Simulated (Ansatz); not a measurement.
# GeSiH4O2 (SMILES [OH][Ge][O][SiH3]): levels of theory compared

Aim: a comparison of 3 runs (B3LYP/def2-SVP, RPA@PBE/def2-SVP, CCSD(T)/def2-SVP) of GeSiH4O2. 

Program for the calculation: Ansatz 0.2.0.

72 further runs of the same task are left out: 72 set aside as unsound or not needed.

**1. The system as given**

The species is GeSiH4O2 (8 atoms), meant as a singlet with charge 0. SMILES: `[OH][Ge][O][SiH3]`. The Si4–H6 distance was set to 2.674 Å, away from the relaxed value. At this shape a bond of the SMILES string is far longer than usual.

Bond lengths: O1–Ge2 1.774 Å, Ge2–O3 1.800 Å, O3–Si4 1.640 Å, O1–H5 0.964 Å, Si4–H7 1.490 Å, Si4–H8 1.486 Å. Angles: O1–Ge2–O3 96.3°, Ge2–O3–Si4 137.6°, Ge2–O1–H5 112.5°, O3–Si4–H7 110.8°, O3–Si4–H8 109.6°, H7–Si4–H8 108.8°.

**2. A single-point energy at B3LYP/def2-SVP (run 1)**

run.yaml reads:

```yaml
crystal:
  periodic: [false, false, false]
  atoms:
    - {symbol: O, position_ang: [2.474780, 2.336426, 0.650201]}
    - {symbol: Ge, position_ang: [2.688580, 0.733726, -0.080699]}
    - {symbol: O, position_ang: [1.148980, 0.031326, 0.531701]}
    - {symbol: Si, position_ang: [0.349580, -1.397974, 0.444101]}
    - {symbol: H, position_ang: [1.651880, 2.408426, 1.147301]}
    - {symbol: H, position_ang: [-2.046000, -1.018000, -0.682500]}
    - {symbol: H, position_ang: [1.113280, -2.383574, -0.371999]}
    - {symbol: H, position_ang: [0.163880, -1.949674, 1.811001]}
basis:
  gaussian: {orbitals: def2-SVP}
output: {orbitals: {seedname: orbitals}}
hamiltonian: {xc: {name: B3LYP}}
accuracy: high
```

The run is started by

```
$ ansatz run run.yaml --threads 1 --pin off --max-ram 3480MiB --events-out events.jsonl --progress --plain --runs-dir runs
```

Log:

```text
Warning: RAYON_NUM_THREADS=1 ignored (pool sized by the plan → 1); use --threads N
Functional definition: B3LYP
  name "B3LYP"
  parameter a0 = 0.2
  parameter ax = 0.72
  parameter ac = 0.81
  exchange = (1 - a0 - ax)*slater_x + ax*b88_x + a0*exact_x
  correlation = (1 - ac)*vwn_rpa_c + ac*lyp_c
2007 factors; integrals over basis functions are off by at most 4.7e-9 eV
mean field evaluation 1: about -68533.1528 eV, gradient 7.4e1 eV
mean field evaluation 2: about -68473.8679 eV, gradient 1.8e2 eV
mean field evaluation 4: about -68542.0305 eV, gradient 1.7e1 eV
mean field evaluation 8: about -68543.0922 eV, gradient 1.1e0 eV
mean field evaluation 16: about -68543.0949 eV, gradient 3.0e-4 eV
mean field -68543.09485760 eV, -2518.9122758386 hartree, gradient 3.6e-8 eV, S^2 0.000000; 0 other end points of the search recorded, 0 dependent functions left out
reference -68543.09490124 eV, -2518.9122774423 hartree; 33, 33 occupied and 65, 65 virtual orbitals, 2007 factors
Total energy: -68543.09490124 eV, -2518.9122774423 hartree
```

Run time: 9.9 s. Hardware: 1 thread of Arm Neoverse V1, shared host; peak memory 0.36 GiB.

**3. A single-point energy at RPA@PBE/def2-SVP (run 2)**

run.yaml, as its differences from that of step 2:

```diff
@@ -13,4 +13,4 @@
   gaussian: {orbitals: def2-SVP}
-output: {orbitals: {seedname: orbitals}}
-hamiltonian: {xc: {name: B3LYP}}
+hamiltonian: {xc: pbe}
+correlation: {method: rpa, frozen_orbitals: {Ge: 9, H: 0, O: 1, Si: 5}}
 accuracy: high
```

The run is started by

```
$ ansatz run run.yaml --threads 1 --pin off --max-ram 3480MiB --events-out events.jsonl --progress --plain --runs-dir runs
```

Log, shortened:

```text
Warning: RAYON_NUM_THREADS=1 ignored (pool sized by the plan → 1); use --threads N
Functional definition: PBE
  name "PBE"
[...]
2007 factors; integrals over basis functions are off by at most 4.7e-9 eV
[...]
mean field -68524.33763330 eV, -2518.2229605596 hartree, gradient 1.0e-8 eV, S^2 0.000000; 2 other end points of the search recorded, 0 dependent functions left out
16 core orbitals not correlated: weight in the atoms' cores, before any rotation towards them, 1.000 or more for the frozen orbitals, at most 0.000 for the correlated occupied ones
reference -68457.32188353 eV, -2515.7601771802 hartree; 17, 17 occupied and 65, 65 virtual orbitals, 2007 factors
Total energy: -68487.06597733 eV, -2516.8532524662 hartree
```

Wall time 17 s (1 thread of Arm Neoverse V1, shared host); peak memory 0.34 GiB.

**4. A single-point energy at CCSD(T)/def2-SVP (run 3)**

job.yaml reads:

```yaml
crystal:
  periodic: [false, false, false]
  atoms:
    - {symbol: O, position_ang: [2.474780, 2.336426, 0.650201]}
    - {symbol: Ge, position_ang: [2.688580, 0.733726, -0.080699]}
    - {symbol: O, position_ang: [1.148980, 0.031326, 0.531701]}
    - {symbol: Si, position_ang: [0.349580, -1.397974, 0.444101]}
    - {symbol: H, position_ang: [1.651880, 2.408426, 1.147301]}
    - {symbol: H, position_ang: [-2.046000, -1.018000, -0.682500]}
    - {symbol: H, position_ang: [1.113280, -2.383574, -0.371999]}
    - {symbol: H, position_ang: [0.163880, -1.949674, 1.811001]}
basis:
  gaussian:
    orbitals: def2-SVP
total_charge: 0
magnetization:
  spin_polarized: false
correlation:
  method: ccsd_t
  frozen_orbitals: {Ge: 9, H: 0, O: 1, Si: 5}
accuracy: high
scf:
  omitted_lower_state_checks: [cluster_reference, increment]
```

The run is started by

```
$ ansatz run job.yaml --threads 1 --pin off --max-ram 3480MiB --events-out events.jsonl --progress --plain --runs-dir runs
```

Log:

```text
Warning: RAYON_NUM_THREADS=1 ignored (pool sized by the plan → 1); use --threads N
[... 12 lines left out ...]
16 core orbitals not correlated: weight in the atoms' cores, before any rotation towards them, 1.000 or more for the frozen orbitals, at most 0.000 for the correlated occupied ones
[... 28 lines left out ...]
Total energy: -68479.58964628 eV, -2516.5785023678 hartree
Checks for a lower state left out: cluster_reference, increment
```

Wall time 40 s (1 thread of Arm Neoverse V1, shared host); peak memory 0.59 GiB.

**5. All runs side by side**

```csv
run,level,frozen core orbitals,energy (Eh),wall time
1,B3LYP/def2-SVP,–,-2518.912277,9.9 s
2,RPA@PBE/def2-SVP,16,-2516.853252,17 s
3,CCSD(T)/def2-SVP,16,-2516.578502,40 s
```

**6. Summary of results**

```
                                           quantity           value
                                run 3: total energy  -2516.57850 Eh
run 3: correlation energy (16 core orbitals frozen)      -751.7 mEh
                              run 3: (T) correction      -22.59 mEh
                               run 3: T1 diagnostic           0.021
```

What this shows: In run 3 the log says that unrestricted orbitals would lower the reference, so the values rest on an unstable closed-shell determinant (other closed-shell runs at this shape may share the fault). In runs 1, 3 a closed-shell determinant meets a far-stretched bond, which it describes badly. All runs together took 67 s, the longest 40 s.
